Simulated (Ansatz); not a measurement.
# ScSi2 (AlB2 type): a single-point run

Aim: a sound single-point run of ScSi2 (AlB2 type). The structure is shown as the input types it.

Program: Ansatz 0.2.0. Level of theory: DFT PBE, scalar-relativistic, plane waves, PAW. These are calculated values, not measurements.

1 further run of the same task is left out (set aside as unsound or not needed). Runs told in other sessions of the task aren't counted.

## Step 1: The structure to begin with

Symmetry: P6/mmm, No. 191, hexagonal system. Conventional cell: a = 7.622 Å, b = 7.622 Å, c = 6.861 Å, α = 90.00°, β = 90.00°, γ = 120.00°. Si (site symmetry -6m2) has 3 Si at 4.40 Å in its first shell of neighbours.

Structure file:

```xyz
3
Lattice="7.6221 0.0000 0.0000 -3.8111 6.6010 0.0000 0.0000 0.0000 6.8614" Properties=species:S:1:pos:R:3 pbc="T T T"
Sc    0.0000    0.0000    0.0000
Si    0.0000    4.4006    3.4307
Si    3.8111    2.2003    3.4307
```

## Step 2: The run

Contents of input.yaml:

```yaml
crystal:
  lattice:
    - [7.6221342, 0.0, 0.0]
    - [-3.8110671, 6.60096185, 0.0]
    - [0.0, 0.0, 6.86144211]
  atoms:
    - { symbol: Sc, position: [0.0, 0.0, 0.0] }
    - { symbol: Si, position: [0.3333333333333, 0.6666666666667, 0.5] }
    - { symbol: Si, position: [0.6666666666667, 0.3333333333333, 0.5] }
basis:
  ecutwfc: 420
  ecutrho_ratio: 4
kpoints:
  mp_grid: { grid: [10, 10, 10] }
hamiltonian:
  xc: pbe
scf:
  occupations: { method: gaussian, width: 0.05 }
  max_iter: 50
output:
  forces: true
  stress: true
```

Started as:

```
$ ansatz run input.yaml --threads 2 --pin off --max-ram 2662MiB --backend cpu --events-out ev --progress --plain --runs-dir out
```

What happens when this is run?

The program finished normally. Convergence says nothing about whether the input makes sense.

Lengths in bohr were typed where ångström are read, so every distance is 1.89 times too long and the bonds are broken. The shortest distance in the input is 4.40 Å, between atoms 2 (Si) and 3 (Si).

Remedy: convert the lengths to the unit that the input reads.
